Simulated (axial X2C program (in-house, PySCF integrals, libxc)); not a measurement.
# NbC⁺: from the state search to constants

What are the state, bond length, wavenumber and bond energy of NbC⁺, and what does spin–orbit coupling change?

The runs use an in-house X2C program for linear molecules on PySCF integrals; all-electron X2C, Nb dyall-cv3z, C dyall-v3z.

All values are calculated.

**1. Input**

task.json reads:

```json
{
 "zs": [
  41,
  6
 ],
 "q": 1,
 "bas": [
  "dyall-cv3z",
  "dyall-v3z"
 ],
 "levels": [
  "PBE0",
  "HF",
  "r2SCAN"
 ],
 "cc": true,
 "r0": 1.92,
 "thr": -1.0,
 "nmax": 90,
 "npts": 10,
 "nst": 2,
 "ntry": 6
}
```

Keys: zs atomic numbers; q charge; bas basis sets; levels methods (HF also brings MP2); cc coupled cluster on or off; r0 starting distance in Å; thr threshold in hartree for freezing inner shells (an s shell follows its p shell); nmax most natural virtual spinors; npts points asked for on the curve; nst determinants followed; ntry starts of the search.

Command:

```bash
$ python so2c.py task.json out
```

Spin-free means the one-electron spin-free X2C Hamiltonian; two-component (2c) means X2C with spin–orbit coupling and atomic mean-field two-electron Coulomb and Gaunt terms. Basis: Nb dyall-cv3z contracted to [11s12p9d5f3g], C dyall-v3z contracted to [7s6p2d1f]; Gaussian nuclei, density fitting. Masses: Nb 92.906 u, C 12.000 u.

Notation: σ, π±, δ± give the projection m of an orbital's angular momentum (0, ±1, ±2), α and β its spin, Λ and M_S the sums; ω is the projection of a spinor's total angular momentum and Ω the sum. Logs are in hartree.

The results follow Hamiltonian by Hamiltonian and level by level.

**2. Search for the lowest determinant**

PBE0 moves the distance from 1.920 Å to 1.639 Å and compares determinants there.

Spin-free determinants:

| ΔE (eV) | state | open shells |
| --- | --- | --- |
| 0.00 | M_S = 0, Λ = 0 | closed shell |
| 0.32 | M_S = 1, Λ = 2 | beyond closed shells: σα, δ+α |
| 0.51 | M_S = 0, Λ = 2 | beyond closed shells: σα, δ+β |
| 1.35 | M_S = 1, Λ = 3 | beyond closed shells: π+α, π+β, π-α, δ+α |
| 1.35 | M_S = 1, Λ = 1 | beyond closed shells: π+α, π-α, π-β, δ+α |
| 1.49 | M_S = 0, Λ = 3 | beyond closed shells: π+α, π+β, π-α, δ+β |
| 1.58 | M_S = 1, Λ = 0 | beyond closed shells: 2 × σα |

Two-component determinants:

```csv
ΔE (eV),state,open shells
0.00,Ω = 0,closed shell
0.26,Ω = 1,"excess of +ω over −ω: ω = -1/2, ω = 3/2"
0.39,Ω = 3,"excess of +ω over −ω: ω = 1/2, ω = 5/2"
0.44,Ω = 2,"excess of +ω over −ω: ω = 1/2, ω = 3/2"
0.57,Ω = 2,"excess of +ω over −ω: ω = -1/2, ω = 5/2"
1.40,Ω = 4,"excess of +ω over −ω: ω = 3/2, ω = 5/2"
1.41,Ω = 3,excess of +ω over −ω: 2 × ω = 3/2
```

**3. PBE0, spin-free**

State followed: M_S = 0, Λ = 0 (closed shell). The scan is laid around 1.639 Å, a first estimate of the minimum, and this SCF restarts from the orbitals of the search.

Output at 1.639 Å:

```text
spin-free X2C-1e  PBE0
basis functions 196  fitting functions 958  grid points 5075
iter        total energy     max residual
   1      -3856.822125002     5.66e-05
   2      -3856.822125043     2.18e-05
   3      -3856.822125051     1.50e-05
converged
one-electron -5467.24734475  Coulomb 1655.73754865  exact exchange -30.66722335  xc functional -94.07011712  nuclear repulsion 79.42501152
```

Along the bond, energies from the lowest point:

```csv
R (Å),E (eV),μ (D),HOMO (eV),LUMO (eV),iterations
1.426,1.6489,-4.27,-13.32,-9.29,48
1.492,0.7001,-4.43,-13.08,-9.34,43
1.541,0.2829,-4.52,-12.91,-9.37,48
1.590,0.0630,-4.60,-12.76,-9.40,38
1.639,0.0000,-4.66,-12.61,-9.42,3
1.696,0.0823,-4.71,-12.45,-9.45,51
1.754,0.2918,-4.74,-12.30,-9.46,41
1.827,0.6949,-4.74,-12.12,-9.47,40
1.918,1.3145,-4.70,-11.92,-9.48,37
2.049,2.3218,-4.54,-11.68,-9.47,32
```

Dipoles are positive if C is the positive end and refer to the centre of mass.

Outer orbitals at the reference distance:

```
symmetry  occupied  ε (eV)             atomic character
      σα       yes  -19.76   50% C s, 27% Nb d, 9% Nb p
     π+α       yes  -13.68            58% Nb d, 36% C p
     π-α       yes  -13.68            58% Nb d, 36% C p
      σα       yes  -12.61   45% Nb d, 30% C p, 10% C s
     δ+α        no   -9.42                     99% Nb d
     δ-α        no   -9.42                     99% Nb d
      σα        no   -8.65  58% Nb s, 20% C p, 14% Nb p
     π+α        no   -6.51  54% Nb p, 22% C p, 20% Nb d
```

PBE0 fields in the half plane through the axis: z from -2.4 to 3.9 Å across, distance from the axis 0.15 to 2.25 Å upwards; Nb lies at z = 0 and C at z = 1.639 Å; the ELF is damped to zero where the density is low.

log10 density (e/bohr³). Ten even steps from '0' (-5.17 ) to '9' (1.63 ):
```
0001112222222222211100
0111222233333333222110
1122233333444443332211
1223344444444444433221
1233445555555555443321
2234456666666665544322
2334566777666666554322
2344567898766776654332
```

ELF. Ten even steps from '0' (0.00 ) to '9' (0.92 ):
```
0000000000011110000000
0000000000024432100000
0000000000135665320000
0000000000147777642000
0000112222247888875200
0001246786458899987410
0012468626668559998610
0012578353765547999720
```

Re = 1.637 Å, ωe = 1151 cm⁻¹, ωexe = 4.06 cm⁻¹, Be = 0.5917 cm⁻¹, De = 4.80 eV, μ = -4.66 D.

**4. HF, spin-free**

Output at 1.639 Å:

```text
spin-free X2C-1e  HF
basis functions 196  fitting functions 958  grid points 5075
iter        total energy     max residual
   1      -3854.753677966     3.66e-01
   2      -3854.774207585     7.09e-03
   3      -3854.774677217     1.55e-02
   4      -3854.774981568     3.84e-03
   5      -3854.775027095     1.67e-03
   6      -3854.775036612     4.80e-04
   7      -3854.775038726     1.58e-04
   8      -3854.775039141     6.78e-05
   9      -3854.775039300     5.29e-05
  10      -3854.775039354     2.68e-05
  11      -3854.775039374     1.06e-05
  12      -3854.775039377     2.84e-06
converged
one-electron -5465.84679677  Coulomb 1654.34017403  exact exchange -122.69342816  xc functional 0.00000000  nuclear repulsion 79.42501152
```

Re = 1.598 Å, ωe = 1255 cm⁻¹, Be = 0.6209 cm⁻¹, De = 0.229 eV, μ = -5.15 D.

**5. r2SCAN, spin-free**

The SCF at the reference distance of 1.639 Å:

```text
spin-free X2C-1e  r2SCAN
basis functions 196  fitting functions 958  grid points 5075
iter        total energy     max residual
   1      -3857.157426729     1.09e-01
   2      -3857.158634874     1.08e-02
   3      -3857.159413383     3.80e-02
   4      -3857.159698556     2.57e-03
   5      -3857.159711043     1.60e-03
   6      -3857.159712912     4.86e-04
   7      -3857.159713029     5.65e-05
   8      -3857.159713038     3.74e-05
   9      -3857.159713039     4.90e-06
converged
one-electron -5467.20087383  Coulomb 1655.70672804  exact exchange 0.00000000  xc functional -125.09057877  nuclear repulsion 79.42501152
```

Re = 1.653 Å, ωe = 1110 cm⁻¹, ωexe = 4.13 cm⁻¹, Be = 0.5805 cm⁻¹, De = 4.75 eV, μ = -4.79 D.

**6. Correlated methods, spin-free**

Correlated methods: 8 electrons correlated (frozen shells, counted by type: Nb 4 s, 3 p, 1 d; C 1 s), 270 virtual spinors in MP2, 88 natural virtuals in coupled cluster.

Output of the correlated part at 1.639 Å:

```text
correlated 8  virtual 270  natural virtual 88  E(MP2) -0.313853865  MP2 remainder -0.008983297
iter   CCSD correlation   residual
   1     -0.257942294   2.44e-01
   2     -0.277523035   1.04e-01
   3     -0.279774789   2.76e-02
   4     -0.280375417   1.06e-02
   5     -0.280519260   4.06e-03
   6     -0.280472798   1.16e-03
   7     -0.280473045   4.54e-04
   8     -0.280484453   1.66e-04
   9     -0.280484429   6.75e-05
  10     -0.280485256   3.08e-05
  11     -0.280484851   1.08e-05
  12     -0.280484840   3.99e-06
(T) -0.021058887  T1 0.0313  D1 0.0372  max T2 0.086
```

T1 in the output is the amplitude norm over the root of the electron number; divide by √2 for the Lee–Taylor value.

MP2: No constants are quoted: the points don't follow one smooth fit.

CCSD: Re = 1.657 Å, ωe = 1114 cm⁻¹, Be = 0.5781 cm⁻¹, De = 4.51 eV. T1 at Re = 0.022 (Lee–Taylor, the printed value over √2).

CCSD(T): Re = 1.675 Å, ωe = 1068 cm⁻¹, Be = 0.5654 cm⁻¹, De = 5.04 eV. T1 at Re = 0.023 (Lee–Taylor, the printed value over √2).

**7. A higher determinant, spin-free**

State: M_S = 1, Λ = 2 (beyond closed shells: σα, δ+α).

Output at the reference distance:

```text
spin-free X2C-1e  PBE0
basis functions 196  fitting functions 958  grid points 5075
iter        total energy     max residual
   1      -3856.810201953     6.85e-05
   2      -3856.810202111     3.85e-05
   3      -3856.810202172     6.01e-05
   4      -3856.810202201     2.86e-05
   5      -3856.810202211     8.11e-06
   6      -3856.810202212     5.54e-06
converged
one-electron -5468.22512846  Coulomb 1656.77755869  exact exchange -30.68632723  xc functional -94.10131674  nuclear repulsion 79.42501152
```

```
R (Å)  E above the lowest PBE0 point (eV)
1.426                               2.784
1.492                               1.572
1.541                               0.962
1.590                               0.559
1.639                               0.324
1.696                               0.223
1.754                               0.269
1.827                               0.488
1.918                               0.916
```

Re = 1.705 Å, ωe = 1045 cm⁻¹, ωexe = 3.98 cm⁻¹, Be = 0.5457 cm⁻¹, μ = -3.76 D. Te = 0.22 eV.

**8. The spin-free curves together**

Energy (eV) of the followed determinant, spin-free, from each level's lowest point:

| R (Å) | PBE0 | HF | MP2 | CCSD | CCSD(T) | r2SCAN |
| --- | --- | --- | --- | --- | --- | --- |
| 1.426 | 1.649 | 1.226 | 2.483 | n/a | n/a | 1.815 |
| 1.492 | 0.700 | 0.419 | 1.338 | 0.857 | 0.998 | 0.816 |
| 1.541 | 0.283 | 0.111 | 0.762 | 0.385 | 0.487 | 0.360 |
| 1.590 | 0.063 | 0.000 | 0.374 | 0.113 | 0.174 | 0.102 |
| 1.639 | 0.000 | 0.046 | 0.133 | 0.000 | 0.020 | 0.000 |
| 1.696 | 0.082 | 0.251 | 0.000 | 0.029 | 0.000 | 0.037 |
| 1.754 | 0.292 | 0.575 | 0.008 | 0.190 | 0.115 | 0.203 |
| 1.827 | 0.695 | 1.089 | 0.344 | 0.546 | 0.427 | 0.551 |
| 1.918 | 1.315 | 1.689 | 1.693 | n/a | n/a | 1.107 |
| 2.049 | 2.322 | 2.370 | 3.594 | n/a | n/a | 2.033 |

**9. PBE0, 2c**

State followed: Ω = 0 (closed shell). The scan is laid around 1.639 Å, a first estimate of the minimum, and this SCF restarts from the orbitals of the search.

The SCF at the reference distance of 1.639 Å:

```text
two-component X2C + atomic mean field  PBE0
basis functions 196  fitting functions 958  grid points 5075
iter        total energy     max residual
   1      -3855.328970742     7.57e-05
   2      -3855.328970748     2.32e-05
   3      -3855.328970749     1.52e-05
converged
one-electron -5463.28084770  Coulomb 1654.95226017  exact exchange -30.65308365  xc functional -94.02732628  nuclear repulsion 79.42501152  atomic mean-field constant -1.74498481
```

Along the bond, energies from the lowest point:

```
R (Å)  E (eV)  μ (D)  HOMO (eV)  LUMO (eV)  iterations
1.426  1.6478  -4.26     -13.32      -9.35          53
1.492  0.6996  -4.42     -13.08      -9.40          55
1.541  0.2826  -4.52     -12.92      -9.43          52
1.590  0.0629  -4.59     -12.76      -9.46          53
1.639  0.0000  -4.65     -12.61      -9.48           3
1.696  0.0821  -4.70     -12.45      -9.51          52
1.754  0.2911  -4.73     -12.30      -9.52          50
1.827  0.6927  -4.73     -12.12      -9.53          44
1.918  1.3078  -4.68     -11.92      -9.53          44
2.049  2.2847  -4.48     -11.73      -9.47          42
```

Dipoles are positive if C is the positive end and refer to the centre of mass.

Outer spinors at the reference distance:

```json
{"ω": "1/2", "occupied": "yes", "ε (eV)": "-19.76", "atomic character": "50% C s, 27% Nb d, 9% Nb p", "λ mixture": "100% σ"}
{"ω": "1/2", "occupied": "yes", "ε (eV)": "-13.71", "atomic character": "58% Nb d, 36% C p", "λ mixture": "100% π"}
{"ω": "3/2", "occupied": "yes", "ε (eV)": "-13.67", "atomic character": "58% Nb d, 36% C p", "λ mixture": "100% π"}
{"ω": "1/2", "occupied": "yes", "ε (eV)": "-12.61", "atomic character": "45% Nb d, 30% C p, 10% C s", "λ mixture": "100% σ"}
{"ω": "3/2", "occupied": "no", "ε (eV)": "-9.48", "atomic character": "99% Nb d", "λ mixture": "100% δ"}
{"ω": "5/2", "occupied": "no", "ε (eV)": "-9.37", "atomic character": "99% Nb d", "λ mixture": "100% δ"}
{"ω": "1/2", "occupied": "no", "ε (eV)": "-8.64", "atomic character": "58% Nb s, 20% C p, 14% Nb p", "λ mixture": "100% σ"}
{"ω": "1/2", "occupied": "no", "ε (eV)": "-6.56", "atomic character": "54% Nb p, 22% C p, 20% Nb d", "λ mixture": "100% π"}
```

PBE0 fields in the half plane through the axis: z from -2.4 to 3.9 Å across, distance from the axis 0.15 to 2.25 Å upwards; Nb lies at z = 0 and C at z = 1.639 Å; the ELF is damped to zero where the density is low.

log10 density (e/bohr³). Ten even steps from '0' (-5.17 ) to '9' (1.63 ):
```
0001112222222222211100
0111222233333333222110
1122233333444443332211
1223344444444444433221
1233445555555555443321
2234456666666665544322
2334566777666666554322
2344567898766776654332
```

ELF. Ten even steps from '0' (0.00 ) to '9' (0.92 ):
```
0000000000011110000000
0000000000024432100000
0000000000135665320000
0000000000147777642000
0000112222247888875200
0001246786458899987410
0012468626668559998610
0012578353765547999720
```

Re = 1.637 Å, ωe = 1150 cm⁻¹, ωexe = 4.09 cm⁻¹, Be = 0.5917 cm⁻¹, De = 4.79 eV, μ = -4.65 D.

**10. HF, 2c**

The SCF at the reference distance of 1.639 Å:

```text
two-component X2C + atomic mean field  HF
basis functions 196  fitting functions 958  grid points 5075
iter        total energy     max residual
   1      -3853.260895427     3.65e-01
   2      -3853.281426988     7.81e-03
   3      -3853.281898815     1.55e-02
   4      -3853.282201880     3.83e-03
   5      -3853.282248062     1.68e-03
   6      -3853.282257978     5.01e-04
   7      -3853.282260497     1.72e-04
   8      -3853.282261130     8.58e-05
   9      -3853.282261447     5.96e-05
  10      -3853.282261564     3.04e-05
  11      -3853.282261606     1.52e-05
  12      -3853.282261612     5.27e-06
  13      -3853.282261614     4.31e-06
  14      -3853.282261615     2.72e-06
converged
one-electron -5461.88279058  Coulomb 1653.55753199  exact exchange -122.63702974  xc functional 0.00000000  nuclear repulsion 79.42501152  atomic mean-field constant -1.74498481
```

No constants are quoted: the solution changes its character somewhere along the scan, so the fit is set aside.

**11. r2SCAN, 2c**

The SCF at the reference distance of 1.639 Å:

```text
two-component X2C + atomic mean field  r2SCAN
basis functions 196  fitting functions 958  grid points 5075
iter        total energy     max residual
   1      -3855.662414844     1.10e-01
   2      -3855.663638794     1.09e-02
   3      -3855.664417505     3.90e-02
   4      -3855.664703761     2.60e-03
   5      -3855.664716117     1.64e-03
   6      -3855.664717991     4.89e-04
   7      -3855.664718108     5.62e-05
   8      -3855.664718116     3.77e-05
   9      -3855.664718117     4.35e-06
converged
one-electron -5463.23325869  Coulomb 1654.92027051  exact exchange 0.00000000  xc functional -125.03175665  nuclear repulsion 79.42501152  atomic mean-field constant -1.74498481
```

Re = 1.653 Å, ωe = 1109 cm⁻¹, ωexe = 4.15 cm⁻¹, Be = 0.5805 cm⁻¹, De = 4.75 eV, μ = -4.78 D.

**12. Correlated methods, 2c**

Correlated methods: 8 electrons correlated (frozen shells, counted by type: Nb 4 s, 3 p, 1 d; C 1 s), 270 virtual spinors in MP2, 90 natural virtuals in coupled cluster.

Output of the correlated part at 1.639 Å:

```text
correlated 8  virtual 270  natural virtual 90  E(MP2) -0.313765464  MP2 remainder -0.008269593
iter   CCSD correlation   residual
   1     -0.258418499   2.44e-01
   2     -0.278016573   1.04e-01
   3     -0.280263811   2.76e-02
   4     -0.280861941   1.06e-02
   5     -0.281005939   4.07e-03
   6     -0.280959525   1.18e-03
   7     -0.280959605   4.92e-04
   8     -0.280971474   2.20e-04
   9     -0.280970956   1.31e-04
  10     -0.280972797   8.82e-05
  11     -0.280971229   4.95e-05
  12     -0.280971652   2.45e-05
  13     -0.280971642   1.26e-05
(T) -0.021147302  T1 0.0313  D1 0.0374  max T2 0.086
```

MP2: No constants are quoted: the reference changes its character somewhere along the scan, so the fit is set aside.

CCSD: No constants are quoted: the reference changes its character somewhere along the scan, so the fit is set aside.

CCSD(T): No constants are quoted: the reference changes its character somewhere along the scan, so the fit is set aside.

**13. A higher determinant, 2c**

State: Ω = 1 (excess of +ω over −ω: ω = -1/2, ω = 3/2).

Output at the reference distance:

```text
two-component X2C + atomic mean field  PBE0
basis functions 196  fitting functions 958  grid points 5075
iter        total energy     max residual
   1      -3855.319297581     3.02e-05
   2      -3855.319297582     7.70e-06
converged
one-electron -5464.28958899  Coulomb 1656.02204603  exact exchange -30.67238345  xc functional -94.05939788  nuclear repulsion 79.42501152  atomic mean-field constant -1.74498481
```

| R (Å) | E above the lowest PBE0 point (eV) |
| --- | --- |
| 1.426 | 2.721 |
| 1.492 | 1.510 |
| 1.541 | 0.900 |
| 1.590 | 0.498 |
| 1.639 | 0.263 |
| 1.696 | 0.162 |
| 1.754 | 0.207 |
| 1.827 | 0.426 |
| 1.918 | 0.854 |

Re = 1.705 Å, ωe = 1044 cm⁻¹, ωexe = 4 cm⁻¹, Be = 0.5456 cm⁻¹, μ = -3.76 D. Te = 0.16 eV.

**14. The 2c curves together**

Energy (eV) of the followed determinant, 2c, from each level's lowest point:

```csv
R (Å),PBE0,HF (jumps),MP2 (its reference jumps),CCSD (its reference jumps),CCSD(T) (its reference jumps),r2SCAN
1.426,1.648,1.225,2.476,n/a,n/a,1.814
1.492,0.700,0.419,1.332,0.855,0.995,0.815
1.541,0.283,0.111,0.757,0.383,0.485,0.360
1.590,0.063,0.000,0.370,0.112,0.173,0.102
1.639,0.000,0.046,0.130,0.000,0.020,0.000
1.696,0.082,0.251,0.000,0.029,0.000,0.037
1.754,0.291,0.573,0.016,0.190,0.115,0.203
1.827,0.693,1.072,0.564,0.550,0.440,0.550
1.918,1.308,1.422,2.810,n/a,n/a,1.104
2.049,2.285,1.706,4.062,n/a,n/a,2.027
```

The whole job took 3.6 min on 1 thread of Arm Neoverse V2, shared host; peak memory 0.55 GiB.

**15. Results**

Lowest determinant that the search found at its distance, spin-free: M_S = 0, Λ = 0 (closed shell).

Lowest determinant that the search found at its distance, 2c: Ω = 0 (closed shell).

```json
{"Hamiltonian": "spin-free", "level": "PBE0", "Re (Å)": "1.637", "ωe (cm⁻¹)": "1151", "De (eV)": "4.80", "μ (D)": "-4.66"}
{"Hamiltonian": "spin-free", "level": "HF", "Re (Å)": "1.598", "ωe (cm⁻¹)": "1255", "De (eV)": "0.229", "μ (D)": "-5.15"}
{"Hamiltonian": "spin-free", "level": "CCSD", "Re (Å)": "1.657", "ωe (cm⁻¹)": "1114", "De (eV)": "4.51", "μ (D)": "n/a"}
{"Hamiltonian": "spin-free", "level": "CCSD(T)", "Re (Å)": "1.675", "ωe (cm⁻¹)": "1068", "De (eV)": "5.04", "μ (D)": "n/a"}
{"Hamiltonian": "spin-free", "level": "r2SCAN", "Re (Å)": "1.653", "ωe (cm⁻¹)": "1110", "De (eV)": "4.75", "μ (D)": "-4.79"}
{"Hamiltonian": "2c", "level": "PBE0", "Re (Å)": "1.637", "ωe (cm⁻¹)": "1150", "De (eV)": "4.79", "μ (D)": "-4.65"}
{"Hamiltonian": "2c", "level": "r2SCAN", "Re (Å)": "1.653", "ωe (cm⁻¹)": "1109", "De (eV)": "4.75", "μ (D)": "-4.78"}
```

Dipoles are positive if C is the positive end and refer to the centre of mass. No constants: spin-free MP2 (the points don't follow one smooth fit); 2c HF (the solution changes its character somewhere along the scan, so the fit is set aside); 2c MP2 (the reference changes its character somewhere along the scan, so the fit is set aside); 2c CCSD (the reference changes its character somewhere along the scan, so the fit is set aside); 2c CCSD(T) (the reference changes its character somewhere along the scan, so the fit is set aside).

Time per point (s) on 1 thread of Arm Neoverse V2, shared host (2c runs); the times are rough: PBE0 1.3, r2SCAN 1.7.

In words: At PBE0, going from spin-free to two-component changes Re by 0 mÅ, ωe by -0.1 %, which is small (part of it comes from the scalar share of the two-electron terms). De moves by 0.00 eV; both De rest on single-determinant atoms, which can miss part of an open shell's spin–orbit lowering.

De refers to Nb+ + C, each in the lowest determinant found, which need not be this curve's own limit. Each curve is one determinant whose occupation by symmetry is held fixed; it was picked as the lowest of a PBE0 search that is not exhaustive. Closed shells are restricted here (equal orbitals for both partners), which fails at long range if the bond breaks into open shells. De is counted from the lowest determinant-based energies of the atoms at the same level, without counterpoise correction. Coupled cluster ran in a truncated set of natural virtual spinors; the MP2 energy of the rest was added. The meta-GGAs lack a current-density term, which matters for open shells with orbital currents, atoms included. With the outer-core shells frozen, correlated bond lengths of heavy atoms tend to come out a few hundredths of an ångström too long. T1 at Re is 0.023 (Lee–Taylor), above the customary mark of 0.02.
